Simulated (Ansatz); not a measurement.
**AsH₃ (singlet): from a generated start to a stationary point**

Aim: relax a generated start of AsH₃ (singlet) and see which bonds hold.

Computed with Ansatz 0.2.0, Gaussian basis. Level: RKS PBE0/def2-TZVP.

### 1 Starting geometry

4 atoms, charge 0, spin multiplicity 1.

Atoms are counted from 1 here; the program's logs count them from 0.

Bond lengths: As1–H2 1.496 Å, As1–H3 1.496 Å, As1–H4 1.496 Å. Angles: H2–As1–H3 89.3°, H2–As1–H4 89.3°, H3–As1–H4 89.3°.

Coordinates:

```mol
AsH3
  3D, bonds by distance, orders not assigned

  4  3  0  0  0  0  0  0  0  0999 V2000
    0.0002    0.0000   -0.0339 As  0  0
    1.2090    0.0134    0.8467 H   0  0
   -0.6237    1.0438    0.8368 H   0  0
   -0.5997   -1.0586    0.8358 H   0  0
  1  2  8  0
  1  3  8  0
  1  4  8  0
M  END
```

The start was built by rule and, where that kept it together, relaxed with GFN2-xTB. Sticks and bond lists go by distance. No spin-orbit coupling is included. 

### 2 Relaxation

File in.yaml:

```yaml
crystal:
  periodic: [false, false, false]
  atoms:
    - {symbol: As, position_ang: [0.000193, 0.000019, -0.033894]}
    - {symbol: H, position_ang: [1.209043, 0.013417, 0.846714]}
    - {symbol: H, position_ang: [-0.623719, 1.043813, 0.836850]}
    - {symbol: H, position_ang: [-0.599668, -1.058626, 0.835822]}
basis:
  gaussian: {orbitals: def2-TZVP}
hamiltonian: {xc: pbe0}
relax: {f_tol: 0.004, max_steps: 80}
```

Started as:

```bash
$ ansatz run in.yaml --threads 1 --pin off --events-out ev --progress --plain --max-ram 2176MiB
```

**Question.** What will these runs give? Wanted: energy gained; shift from the start; total energy; dipole moment.

**Answer**, as computed:

```
                  quantity           value
                     steps               5
             energy gained        0.034 eV
shift from the start (rms)         0.045 Å
              total energy  -60882.3440 eV
             dipole moment          0.34 D
```

The bonds of the start are those of the end. As1–H4 went from 1.496 to 1.522 Å. No vibrations were run, so this is a stationary point, not a proven minimum, and this spin need not be the ground state's.
